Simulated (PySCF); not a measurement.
# KSb−: bond curves at several levels of theory

What are the lowest state that PBE0 finds, the bond length, vibrational wavenumber and bond energy of KSb−, and how much do these hang on the method?

The runs use PySCF 2.14.0; K def2-SVPD, Sb def2-SVPD with ECP28, scalar-relativistic core potentials.

5 further runs of the same task are left out: 5 set aside as unsound or not needed.

## Step 1: Set-up

Settings of the job:

- atoms: K, Sb
- charge: -1
- basis: K def2-SVPD, Sb def2-SVPD with ECP28
- Hamiltonian: scalar-relativistic core potentials
- basis functions: 59
- electrons treated: 43
- masses in u: 38.9637, 120.9038
- levels: PBE0, PBE, r²SCAN, MN15, BLYP, TPSSh, CAM-B3LYP
- grid: 80 radial by 434 angular points
- occupations: held fixed by the projection of orbital angular momentum
- dissociation limit: K + Sb−, each in its ground configuration
- starting distance in angstrom: 3.410
- values of 2S to try: 1, 3

The run is started by

```sh
$ OMP_NUM_THREADS=1 python dia.py task.json out
```

Further steps of the session: First curve: PBE0; PBE; r²SCAN (meta-GGA); MN15; BLYP; TPSSh (hybrid meta-GGA); CAM-B3LYP.

Q: Predict the outcome of this session. Wanted: for each run, Re; ωe; De; μ.

The runs gave:

Lowest PBE0 solution found, without spin–orbit coupling: ⁴Σ⁻ (quartet), unpaired electrons σ ↑, π ↑↑.

```
    level  Re (Å)  ωe (cm⁻¹)  De (eV)  μ (D)
      PBE   3.536      106.3     1.48   8.42
     BLYP   3.583      101.2     1.39   7.99
   r²SCAN   3.540      108.8     1.40   8.21
    TPSSh   3.534      108.4     1.46   9.17
     PBE0   3.509      112.3     1.41   8.21
     MN15   3.556      103.5     1.44   5.13
CAM-B3LYP   3.498      114.9     1.34   7.49
```

De is counted to K + Sb− in their ground configurations. A positive dipole points from K to Sb; in an ion it is taken about the centre of mass and does not tell which atom is negative.

What this shows: Bond lengths run from 3.498 Å (CAM-B3LYP) to 3.583 Å (BLYP). Of the levels with a De here, CAM-B3LYP gives the least (1.34 eV) and PBE the most (1.48 eV).

These are scalar-relativistic numbers at best; spin–orbit coupling would shift them, the dissociation energy most. At some levels the lowest empty orbital lies below the highest filled one (the two can be of opposite spin). With some functionals the highest level of the anion is positive, from self-interaction error or because the anion is truly unbound there; the finite basis then holds the extra electron, and no neutral molecule was run to test the binding. With spin–orbit coupling the term label itself may not hold.
